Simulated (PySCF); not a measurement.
# CISD/STO-3G run of InCl (SMILES [Cl][In])

Aim: the energy change on altering one bond length of InCl at CISD/STO-3G, from 2 runs. Input form: a Python script.

The results are computed with PySCF 2.14.0.

7 further runs of the same task are left out: 7 set aside as unsound or not needed.

**1. The molecule**

InCl: 2 atoms, total charge 0, spin state singlet. SMILES: `[Cl][In]`. The shape is that of a PBE0-D4/def2-TZVP optimisation.

Bond lengths: Cl1–In2 2.414 Å.

**2. A single-point energy at CISD/STO-3G**

Input file input.py:

```python
from pyscf import gto, ci

mol = gto.Mole()
mol.atom = '''
Cl     0.000000     0.000000    -0.013930
In     0.000000     0.000000     2.399590
'''
mol.verbose = 3
mol.basis = 'sto-3g'
mol.max_memory = 1860
mol.build()

mf = mol.RHF()
mf.conv_tol = 1e-10
mf.kernel()
if not mf.converged:
    mf = mf.newton().run(mf.mo_coeff, mf.mo_occ)

cisd = ci.CISD(mf, frozen=23)
cisd.kernel()
e_final = cisd.e_tot
print('Final energy', e_final)
```

Command:

```
$ OMP_NUM_THREADS=1 python input.py
```

Log:

```text
converged SCF energy = -6137.51898393814
E(RCISD) = -6137.556521705636  E_corr = -0.0375377674989652
Final energy -6137.556521705636
```

Wall time 0.88 s (1 thread of Arm Neoverse V1, shared host); peak memory 0.12 GiB.

**3. The distorted shape, same level**

Input file job.py:

```python
from pyscf import gto, ci

mol = gto.M(
    atom=[
    ('Cl', (0.000000, -0.000000, -1.220710)),
    ('In', (-0.000000, 0.000000, 2.399590)),
],
    basis='sto-3g',
    verbose=3,
    charge=0,
    max_memory=1860,
)

calc0 = mol.RHF()
calc0.conv_tol = 1e-10
calc0.kernel()
if not calc0.converged:
    calc0 = calc0.newton().run(calc0.mo_coeff, calc0.mo_occ)

cisd = ci.CISD(calc0, frozen=23)
cisd.kernel()
e_tot = cisd.e_tot
print('E(%s) = %.9f' % ('CISD', e_tot))
```

Command:

```
$ OMP_NUM_THREADS=1 python job.py
```

Log:

```text
converged SCF energy = -6137.38813175351
E(RCISD) = -6137.428539949054  E_corr = -0.0404081955424113
E(CISD) = -6137.428539949
```

Run time: 1.1 s. Hardware: 1 thread of Arm Neoverse V1, shared host; peak memory 0.12 GiB.

**4. Results**

Level: CISD/STO-3G, 23 core orbitals frozen.

| quantity | value |
| --- | --- |
| first shape: total energy | -6137.55652 Eh |
| first shape: dipole moment (Hartree–Fock density) | 3.76 D |
| first shape: HOMO energy (Hartree–Fock orbitals) | -5.43 eV |
| first shape: LUMO energy (Hartree–Fock orbitals) | 5.37 eV |
| first shape: HOMO–LUMO gap (Hartree–Fock orbitals) | 10.80 eV |
| first shape: correlation energy (23 core orbitals frozen) | -37.5 mEh |
| distorted shape: total energy | -6137.42854 Eh |
| distorted shape: dipole moment (Hartree–Fock density) | 12.55 D |
| distorted shape: HOMO energy (Hartree–Fock orbitals) | -4.11 eV |
| distorted shape: LUMO energy (Hartree–Fock orbitals) | 3.34 eV |
| distorted shape: HOMO–LUMO gap (Hartree–Fock orbitals) | 7.45 eV |
| distorted shape: correlation energy (23 core orbitals frozen) | -40.4 mEh |
| energy change with the Cl1–In2 bond stretched from 2.414 to 3.620 Å | 3.483 eV |

What this shows: With the Cl1–In2 bond stretched from 2.414 to 3.620 Å the energy rises by 3.48 eV (80 kcal/mol). The first shape isn't relaxed at this level, so the change isn't measured from a minimum. The minimal basis adds a large error of its own. Relativity is left out (first shape) although the molecule holds a heavy atom. Relativity is left out (distorted shape) although the molecule holds a heavy atom.
